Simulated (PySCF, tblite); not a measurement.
# C₅H₈N₂Si: dynamics, then NMR shifts on frames, part 2 of 2

tblite 0.8.0 and PySCF 2.14.0. Atoms count from 0. The steps go on from the part before.

### 5 NMR shieldings: 625 fs, PBE0/pcSseg-1

Job settings and geometry (Å):

```
{"job": {"kind": "nmr", "xc": "PBE0", "basis": "pcSseg-1", "pop": false}, "charge": 0, "multiplicity": 1}
Si     2.015400    -0.208000     0.926800
C      0.740200     0.731400    -0.160000
C     -0.626000     0.218700     0.017700
N     -1.361400     0.748700     0.983200
C     -2.542600     0.237000     1.133000
C     -3.064200    -0.715700     0.339700
C     -2.218700    -1.283400    -0.563700
N     -1.017800    -0.760600    -0.807100
H      2.321400    -1.539500     0.419300
H      3.167700     0.644700     0.725500
H      1.598800    -0.105100     2.367700
H      0.880400     0.720800    -1.193300
H      0.785600     1.757800     0.135900
H     -3.245000     0.839300     1.764600
H     -4.082200    -0.996100     0.429000
H     -2.486500    -2.124300    -1.184600
```

With the program's defaults for keys left out, this is: GIAO PBE0/pcSseg-1 NMR shielding, non-relativistic, gas phase.

The program printed:

```text
coarse grid: 14144 points
cycle   1  E = -593.6929180570  dE =  1.430e+00  |g| = 4.616e-01  |ddm| = 3.783e+00
cycle   2  E = -593.6793996722  dE =  1.352e-02  |g| = 5.458e-01  |ddm| = 9.201e-01
cycle   3  E = -593.7432965299  dE = -6.390e-02  |g| = 6.991e-02  |ddm| = 4.534e-01
cycle   4  E = -593.7439987160  dE = -7.022e-04  |g| = 3.860e-02  |ddm| = 6.758e-02
cycle   5  E = -593.7443285636  dE = -3.298e-04  |g| = 9.269e-03  |ddm| = 4.053e-02
cycle   6  E = -593.7443466023  dE = -1.804e-05  |g| = 4.001e-03  |ddm| = 1.218e-02
cycle   7  E = -593.7443505732  dE = -3.971e-06  |g| = 7.916e-04  |ddm| = 4.091e-03
final grid: 132928 points
cycle   8  E = -593.7872676347  dE = -3.278e-05  |g| = 6.405e-03  |ddm| = 3.000e-02
cycle   9  E = -593.7872652084  dE =  2.426e-06  |g| = 7.244e-03  |ddm| = 1.399e-02
cycle  10  E = -593.7872775918  dE = -1.238e-05  |g| = 1.443e-03  |ddm| = 7.719e-03
cycle  11  E = -593.7872780923  dE = -5.006e-07  |g| = 2.959e-04  |ddm| = 1.492e-03
cycle  12  E = -593.7872781122  dE = -1.988e-08  |g| = 9.138e-05  |ddm| = 3.019e-04
cycle  13  E = -593.7872781137  dE = -1.528e-09  |g| = 3.614e-05  |ddm| = 9.289e-05
cycle  14  E = -593.7872781140  dE = -2.607e-10  |g| = 1.487e-05  |ddm| = 4.097e-05
converged SCF energy = -593.7872781140

GIAO shielding tensors (ppm)
atom      isotropic    diamagn.    paramagn.     s11        s22        s33       span
  0 Si     416.535     878.688    -462.153    370.095    424.030    455.480     85.386
  1 C      160.626     251.028     -90.402    139.262    152.136    190.480     51.218
  2 C        5.488     257.616    -252.127    -74.876    -34.820    126.160    201.036
  3 N      -50.826     333.076    -383.902   -285.743   -145.752    279.017    564.760
  4 C       28.975     248.307    -219.332    -78.635     18.815    146.745    225.379
  5 C       70.925     263.599    -192.674    -41.348     74.409    179.715    221.063
  6 C       23.147     250.011    -226.864    -91.730     10.826    150.344    242.073
  7 N      -66.554     332.247    -398.800   -314.119   -163.426    277.884    592.003
  8 H       27.643      28.455      -0.813     23.923     26.172     32.834      8.911
  9 H       27.717      28.388      -0.671     24.722     25.278     33.153      8.431
 10 H       27.199      27.903      -0.704     23.542     26.371     31.684      8.142
 11 H       29.804      32.559      -2.755     25.720     29.087     34.606      8.886
 12 H       29.488      31.942      -2.454     25.724     28.178     34.563      8.839
 13 H       22.812      27.989      -5.177     18.099     24.069     26.269      8.170
 14 H       25.294      30.690      -5.396     23.320     24.706     27.856      4.536
 15 H       22.992      30.567      -7.575     19.391     23.023     26.562      7.171
```

It took 22 s on 1 thread of Arm Neoverse V1, shared host; peak memory 0.89 GiB.

This run: δ C2 181.4, C6 163.8, C4 158.0, C5 116.0, H13 8.90, H15 8.72 ppm.

### 6 Shielding tensors: 800 fs, PBE0/pcSseg-1

Job settings and geometry (Å):

```
{"job": {"kind": "nmr", "xc": "PBE0", "basis": "pcSseg-1", "pop": false}, "charge": 0, "multiplicity": 1}
Si     2.190500    -0.363600     0.890800
C      0.870900     0.989200     0.387400
C     -0.455800     0.409800     0.501400
N     -1.429100     0.949300     1.286500
C     -2.618800     0.288500     1.409900
C     -2.831000    -0.918900     0.677600
C     -1.816100    -1.301600    -0.169100
N     -0.658700    -0.703300    -0.177300
H      1.900200    -1.544300     0.105200
H      3.446200     0.120500     0.426600
H      2.034000    -0.413400     2.333100
H      1.144900     1.232600    -0.687400
H      0.858000     1.891300     1.006200
H     -3.397500     0.683200     1.998500
H     -3.828400    -1.381200     0.732900
H     -1.987000    -2.166300    -0.817600
```

Level: GIAO PBE0/pcSseg-1 NMR shielding, non-relativistic, gas phase.

The program printed:

```text
coarse grid: 14144 points
cycle   1  E = -593.6952622512  dE =  1.181e+00  |g| = 4.343e-01  |ddm| = 3.740e+00
cycle   2  E = -593.6748325661  dE =  2.043e-02  |g| = 5.504e-01  |ddm| = 9.055e-01
cycle   3  E = -593.7398347288  dE = -6.500e-02  |g| = 8.580e-02  |ddm| = 4.851e-01
cycle   4  E = -593.7409814015  dE = -1.147e-03  |g| = 4.672e-02  |ddm| = 9.464e-02
cycle   5  E = -593.7415124862  dE = -5.311e-04  |g| = 1.065e-02  |ddm| = 5.045e-02
cycle   6  E = -593.7415364912  dE = -2.401e-05  |g| = 4.251e-03  |ddm| = 1.249e-02
cycle   7  E = -593.7415409620  dE = -4.471e-06  |g| = 7.706e-04  |ddm| = 4.026e-03
final grid: 132928 points
cycle   8  E = -593.7844489833  dE = -3.082e-05  |g| = 5.969e-03  |ddm| = 2.718e-02
cycle   9  E = -593.7844466578  dE =  2.325e-06  |g| = 6.858e-03  |ddm| = 1.283e-02
cycle  10  E = -593.7844577467  dE = -1.109e-05  |g| = 1.416e-03  |ddm| = 7.083e-03
cycle  11  E = -593.7844582139  dE = -4.672e-07  |g| = 3.083e-04  |ddm| = 1.442e-03
cycle  12  E = -593.7844582360  dE = -2.206e-08  |g| = 9.928e-05  |ddm| = 3.287e-04
cycle  13  E = -593.7844582380  dE = -2.005e-09  |g| = 3.060e-05  |ddm| = 8.904e-05
cycle  14  E = -593.7844582381  dE = -1.785e-10  |g| = 1.524e-05  |ddm| = 3.855e-05
converged SCF energy = -593.7844582381

GIAO shielding tensors (ppm)
atom      isotropic    diamagn.    paramagn.     s11        s22        s33       span
  0 Si     411.044     879.297    -468.252    354.410    422.568    456.155    101.745
  1 C      157.070     250.292     -93.222    137.544    143.052    190.614     53.070
  2 C        7.905     256.550    -248.646    -76.217    -26.158    126.089    202.306
  3 N      -93.633     330.520    -424.153   -384.892   -161.084    265.076    649.968
  4 C       10.426     251.927    -241.501   -122.845      8.233    145.891    268.736
  5 C       56.785     262.858    -206.073    -64.978     59.784    175.549    240.527
  6 C       30.191     248.344    -218.152    -80.957     23.607    147.923    228.880
  7 N      -58.825     335.350    -394.175   -335.637   -132.922    292.083    627.721
  8 H       27.217      29.245      -2.028     22.740     27.373     31.538      8.798
  9 H       28.006      29.078      -1.073     24.811     25.667     33.539      8.728
 10 H       27.720      28.737      -1.017     24.003     26.314     32.842      8.840
 11 H       27.359      29.561      -2.202     24.742     25.127     32.208      7.466
 12 H       28.527      30.144      -1.617     23.983     27.468     34.131     10.148
 13 H       22.431      30.390      -7.959     19.708     20.515     27.070      7.362
 14 H       24.270      29.531      -5.261     22.652     23.211     26.946      4.293
 15 H       22.730      30.415      -7.685     18.447     22.930     26.813      8.366
```

Run time: 22 s. Hardware: 1 thread of Arm Neoverse V1, shared host; peak memory 0.87 GiB.

Key values: δ C2 179.0, C4 176.5, C6 156.7, C5 130.1, H13 9.29, H15 8.99 ppm.

### 7 Shielding tensors: 1000 fs, PBE0/pcSseg-1

Job settings and geometry (Å):

```
{"job": {"kind": "nmr", "xc": "PBE0", "basis": "pcSseg-1", "pop": false}, "charge": 0, "multiplicity": 1}
Si     2.400100     0.181300     0.947300
C      0.900300     1.294500     1.211900
C     -0.367200     0.573900     0.921400
N     -1.544400     1.109700     1.309900
C     -2.632100     0.471300     0.871700
C     -2.598800    -0.598300    -0.034700
C     -1.378000    -1.110300    -0.386000
N     -0.272700    -0.513200     0.129500
H      3.000500     0.567400    -0.327700
H      3.305200     0.646000     2.065800
H      1.975000    -1.224900     0.991400
H      0.924900     2.148900     0.532700
H      0.812900     1.803000     2.227600
H     -3.604500     0.845700     1.294200
H     -3.541500    -0.940700    -0.494800
H     -1.183900    -2.021100    -0.984600
```

Method: GIAO PBE0/pcSseg-1 NMR shielding, non-relativistic, gas phase.

The program printed:

```text
coarse grid: 14144 points
cycle   1  E = -593.7003759092  dE =  1.091e+00  |g| = 4.355e-01  |ddm| = 3.738e+00
cycle   2  E = -593.6792460852  dE =  2.113e-02  |g| = 5.558e-01  |ddm| = 8.786e-01
cycle   3  E = -593.7451447752  dE = -6.590e-02  |g| = 8.318e-02  |ddm| = 4.636e-01
cycle   4  E = -593.7461451550  dE = -1.000e-03  |g| = 4.604e-02  |ddm| = 8.528e-02
cycle   5  E = -593.7466430436  dE = -4.979e-04  |g| = 1.053e-02  |ddm| = 5.004e-02
cycle   6  E = -593.7466667278  dE = -2.368e-05  |g| = 4.432e-03  |ddm| = 1.330e-02
cycle   7  E = -593.7466715985  dE = -4.871e-06  |g| = 9.092e-04  |ddm| = 4.352e-03
final grid: 132928 points
cycle   8  E = -593.7897763962  dE = -2.810e-05  |g| = 5.728e-03  |ddm| = 2.711e-02
cycle   9  E = -593.7897729339  dE =  3.462e-06  |g| = 6.992e-03  |ddm| = 1.256e-02
cycle  10  E = -593.7897843327  dE = -1.140e-05  |g| = 1.634e-03  |ddm| = 7.248e-03
cycle  11  E = -593.7897849709  dE = -6.382e-07  |g| = 2.723e-04  |ddm| = 1.613e-03
cycle  12  E = -593.7897849864  dE = -1.552e-08  |g| = 1.112e-04  |ddm| = 2.752e-04
cycle  13  E = -593.7897849888  dE = -2.422e-09  |g| = 2.997e-05  |ddm| = 8.555e-05
cycle  14  E = -593.7897849890  dE = -1.546e-10  |g| = 1.616e-05  |ddm| = 3.769e-05
converged SCF energy = -593.7897849890

GIAO shielding tensors (ppm)
atom      isotropic    diamagn.    paramagn.     s11        s22        s33       span
  0 Si     422.687     878.277    -455.590    386.736    429.733    451.591     64.855
  1 C      161.183     253.199     -92.016    137.417    154.466    191.665     54.249
  2 C        3.470     256.894    -253.424    -85.745    -26.744    122.898    208.643
  3 N      -83.028     332.572    -415.600   -343.393   -174.902    269.210    612.603
  4 C       17.463     250.786    -233.323    -96.810      8.520    140.679    237.489
  5 C       64.092     261.053    -196.961    -44.244     60.638    175.883    220.128
  6 C       21.516     250.867    -229.351    -96.176     17.135    143.588    239.764
  7 N      -87.746     335.986    -423.732   -361.647   -167.365    265.775    627.422
  8 H       27.554      28.713      -1.159     24.554     25.305     32.802      8.248
  9 H       26.965      27.138      -0.173     23.107     25.546     32.241      9.134
 10 H       26.384      28.343      -1.959     21.984     27.094     30.075      8.091
 11 H       28.752      31.272      -2.520     24.841     27.873     33.543      8.702
 12 H       27.523      28.761      -1.239     22.249     27.121     33.199     10.950
 13 H       22.117      27.329      -5.212     18.029     22.711     25.613      7.584
 14 H       24.440      29.283      -4.843     22.171     24.407     26.742      4.571
 15 H       22.111      30.975      -8.864     18.435     22.012     25.885      7.450
```

Run time: 22 s. Hardware: 1 thread of Arm Neoverse V1, shared host; peak memory 0.87 GiB.

This run: δ C2 183.5, C4 169.5, C6 165.4, C5 122.8, H15 9.61, H13 9.60 ppm.

### 8 Comparing the runs: NMR shifts

Shifts (ppm) of some atoms, chosen among heavy atoms and hydrogens apart, with basis size and wall time:

| frame | C4 | C5 | H12 | H11 | Si0 | N3 | N7 | functions | time |
| --- | --- | --- | --- | --- | --- | --- | --- | --- | --- |
| 250 fs | 165.5 | 119.8 | 4.09 | 2.46 | -66.5 | 328.9 | 327.2 | 183 | 22 s |
| 425 fs | 163.3 | 122.7 | 2.30 | 3.04 | -65.2 | 331.8 | 334.4 | 183 | 22 s |
| 625 fs | 158.0 | 116.0 | 2.23 | 1.91 | -67.4 | 318.6 | 334.3 | 183 | 22 s |
| 800 fs | 176.5 | 130.1 | 3.19 | 4.36 | -61.9 | 361.4 | 326.6 | 183 | 22 s |
| 1000 fs | 169.5 | 122.8 | 4.19 | 2.96 | -73.5 | 350.8 | 355.5 | 183 | 22 s |

### 9 Outcome

The summary covers parts 1 to 2.

| quantity | value |
| --- | --- |
| thermostat | 200 K |
| mean temperature, second half | 227 K |
| mean potential energy above the minimum | 0.40 eV |
| 13C shifts against TMS (PBE0/pcSseg-1, 250 fs) | 177.6, 166.6, 165.5, 119.8, 30.2 ppm |
| 1H shifts against TMS (PBE0/pcSseg-1, 250 fs) | 9.07, 8.54, 7.18, 4.54, 4.46, 4.44, 4.09, 2.46 ppm |
| 29Si shifts against TMS (PBE0/pcSseg-1, 250 fs) | -66.5 ppm |
| 15N shifts against NH3 (PBE0/pcSseg-1, 250 fs) | 328.9, 327.2 ppm |
| range of the shift of N3 | 318.6 to 361.4 ppm |

What this shows: In the second half the potential energy averages 0.40 eV above the minimum; equipartition over 42 harmonic modes at 200 K would give 0.36 eV. With 16 atoms the temperature swings widely (87 to 294 K). Shifts at one fixed geometry are not the observed spectrum, which averages over the motion. In the first frame run (250 fs): The largest span, 595 ppm, is at N3, where the paramagnetic term is -396 ppm. NICS(1)zz of -25 ppm above the planar ring from C2 marks a diatropic (aromatic) ring current. In ppm, N3 moves most: its shift spreads over 42.8 ppm, from 318.6 (625 fs) to 361.4 (800 fs).
